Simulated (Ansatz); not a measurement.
# CH₆Ge (built from SMILES C.[GeH2]): molecular dynamics

Aim: follow the atoms for 80 steps of 0.5 fs with a Nosé-Hoover thermostat, with velocities drawn for 500 K, and see to which side of the barrier the system falls.

Method: PBE0-D4/def2-SVP; program: Ansatz 0.2.0, Gaussian basis.

## Step 1: The system as given

The start, a first-order saddle point found at PBE0-D4 in triple zeta: 8 atoms, charge 0, spin multiplicity 1.

Atoms are counted from 1 here; the program's logs count them from 0.

Bond lengths: Ge1–H2 1.718 Å, Ge1–C3 2.218 Å, Ge1–H4 1.721 Å, Ge1–H5 1.592 Å, C3–H6 1.089 Å, C3–H7 1.090 Å, C3–H8 1.095 Å. Angles: H2–Ge1–C3 43.0°, H2–Ge1–H4 35.6°, H2–Ge1–H5 83.9°, C3–Ge1–H4 78.3°, C3–Ge1–H5 89.7°, H4–Ge1–H5 86.5°, Ge1–C3–H6 108.1°, Ge1–C3–H7 95.9°, Ge1–C3–H8 125.9°, H6–C3–H7 109.7°, H6–C3–H8 109.5°, H7–C3–H8 106.2°.

Coordinates:

| atom | x (Å) | y (Å) | z (Å) |
| --- | --- | --- | --- |
| Ge1 | -1.2832 | 0.7382 | 0.2325 |
| H2 | -0.2964 | -0.6407 | 0.5062 |
| C3 | 0.8413 | 0.1776 | -0.0723 |
| H4 | -1.2257 | -0.8206 | 0.9602 |
| H5 | -1.6661 | -0.0141 | -1.1170 |
| H6 | 1.4107 | 0.5277 | 0.7870 |
| H7 | 1.0118 | 0.8400 | -0.9206 |
| H8 | 1.2076 | -0.8081 | -0.3760 |

## Step 2: The run

Input file md/in.yaml:

```yaml
crystal:
  periodic: [false, false, false]
  atoms:
    - {symbol: Ge, position_ang: [-1.283215, 0.738168, 0.232489]}
    - {symbol: H, position_ang: [-0.296387, -0.640709, 0.506154]}
    - {symbol: C, position_ang: [0.841318, 0.177581, -0.072291]}
    - {symbol: H, position_ang: [-1.225687, -0.820609, 0.960219]}
    - {symbol: H, position_ang: [-1.666097, -0.014061, -1.116989]}
    - {symbol: H, position_ang: [1.410697, 0.527749, 0.787044]}
    - {symbol: H, position_ang: [1.011811, 0.839998, -0.920649]}
    - {symbol: H, position_ang: [1.207560, -0.808117, -0.375977]}
basis:
  gaussian: {orbitals: def2-SVP}
hamiltonian: {xc: pbe0, dispersion: d4}
md: {n_steps: 80, timestep: 0.5, temperature: 500, ensemble: nvt_nose_hoover, seed: 213, initial_velocities: maxwell_boltzmann}
```

Command:

```
$ ansatz run in.yaml --threads 2 --pin off --events-out ev --progress --plain --max-ram 4352MiB
```

Q: Predict the outcome of this session. Wanted: temperature at the start; mean temperature, second half; lowest and highest potential energy, from the first frame; largest change of potential + kinetic; bonds lost by distance.

**Answer**, as computed:

| quantity | value |
| --- | --- |
| length | 80 steps, 40.0 fs |
| temperature at the start | 500 K |
| mean temperature, second half | 1054 K |
| lowest and highest potential energy, from the first frame | -818 and 299 meV |
| largest change of potential + kinetic | 12.4 meV |
| bonds lost by distance | Ge1–H2, Ge1–C3 |

What this shows: The system runs downhill by 0.82 eV, and that energy turns into motion. The thermostat trades energy with the molecule, so the sum of potential and kinetic energy isn't conserved: it changes by -12 meV over the run. The mean temperature of the second half is still well above the 500 K set. The temperature runs between 116 and 1543 K.
